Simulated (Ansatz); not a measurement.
# Si5H12O (Si with 1 oxygen neighbours): the cost of one run

Computed with Ansatz 0.2.0 (DFT PBE, scalar-relativistic, plane waves, PAW, and further levels as typed in the inputs, unless a step's input says otherwise).

### Step 1. The system as given

Symmetry: P1, No. 1, triclinic system. The conventional cell has a = 15.000 Å, b = 15.000 Å, c = 15.000 Å, α = 90.00°, β = 90.00°, γ = 90.00°. Si (site symmetry 1) has 1 O at 1.73 Å as nearest neighbours. Si (site symmetry 1) has 3 H at 1.47 Å as nearest neighbours. O (site symmetry 1) has 2 Si at 1.72 to 1.73 Å as nearest neighbours. H (site symmetry 1) has 1 Si at 1.47 Å as nearest neighbours. Only part of the 18 independent sites is listed.

Coordinates:

```
Si O H
1.0
    15.00000    0.00000    0.00000
     0.00000   15.00000    0.00000
     0.00000    0.00000   15.00000
Si O H
5 1 12
Direct
  0.49419 0.52436 0.49702
  0.42217 0.43255 0.40372
  0.48095 0.47513 0.63746
  0.42358 0.65504 0.49098
  0.66085 0.44331 0.46987
  0.60372 0.54300 0.46608
  0.32676 0.43264 0.42617
  0.43434 0.46388 0.31166
  0.45735 0.34156 0.41298
  0.53134 0.53413 0.69734
  0.51543 0.38362 0.64392
  0.38624 0.47572 0.66269
  0.32992 0.64220 0.51687
  0.46650 0.71794 0.55269
  0.42798 0.69004 0.39954
  0.66179 0.40674 0.56078
  0.62303 0.37867 0.40667
  0.75386 0.45948 0.44354
```

### Step 2. Relaxing the atoms: Si5H12O in a box, no spin

File input.yaml:

```yaml
crystal:
  lattice:
    - [15.0, 0.0, 0.0]
    - [0.0, 15.0, 0.0]
    - [0.0, 0.0, 15.0]
  atoms:
    - { symbol: Si, position: [0.49419329, 0.52435904, 0.49702363] }
    - { symbol: Si, position: [0.42216539, 0.43255418, 0.40371801] }
    - { symbol: Si, position: [0.48094991, 0.4751268, 0.6374619] }
    - { symbol: Si, position: [0.42357569, 0.6550365, 0.49098263] }
    - { symbol: O, position: [0.6037207, 0.54299766, 0.46608364] }
    - { symbol: Si, position: [0.66085429, 0.44330918, 0.469872] }
    - { symbol: H, position: [0.32676216, 0.43263849, 0.42617391] }
    - { symbol: H, position: [0.4343436, 0.46388065, 0.31165775] }
    - { symbol: H, position: [0.4573503, 0.341556, 0.4129836] }
    - { symbol: H, position: [0.53133819, 0.53412548, 0.69733611] }
    - { symbol: H, position: [0.51542816, 0.38361683, 0.64391757] }
    - { symbol: H, position: [0.38624482, 0.47571666, 0.66269386] }
    - { symbol: H, position: [0.32991795, 0.64219982, 0.51687459] }
    - { symbol: H, position: [0.46649747, 0.71793692, 0.55268908] }
    - { symbol: H, position: [0.42798237, 0.69004379, 0.39954141] }
    - { symbol: H, position: [0.66178864, 0.40674298, 0.56077972] }
    - { symbol: H, position: [0.6230319, 0.37867438, 0.40667401] }
    - { symbol: H, position: [0.75385518, 0.45948463, 0.44353657] }
scf:
  occupations: { method: gaussian, width: 0.02 }
output:
  forces: true
  stress: false
  eigenvalues: true
  write_density: true
  write_potential: true
  elf: true
  volumetric_format: npy
kpoints:
  mp_grid: { grid: [1, 1, 1] }
hamiltonian:
  xc: pbe
  pseudopotentials: { kind: paw, azcp: { folder: soft_1 } }
relax:
  f_tol: 0.02
  max_steps: 80
```

Command:

```console
$ ansatz run input.yaml --threads 4 --pin off --max-ram 20480MiB --backend cpu --events-out ev --progress --plain --runs-dir out
```

What time and memory should one allow on 4 threads of Intel Xeon Platinum 8259CL at 2.50GHz (Skylake/Cascade Lake), shared host?

About 1.8 min, with a peak of 1.7 GiB.
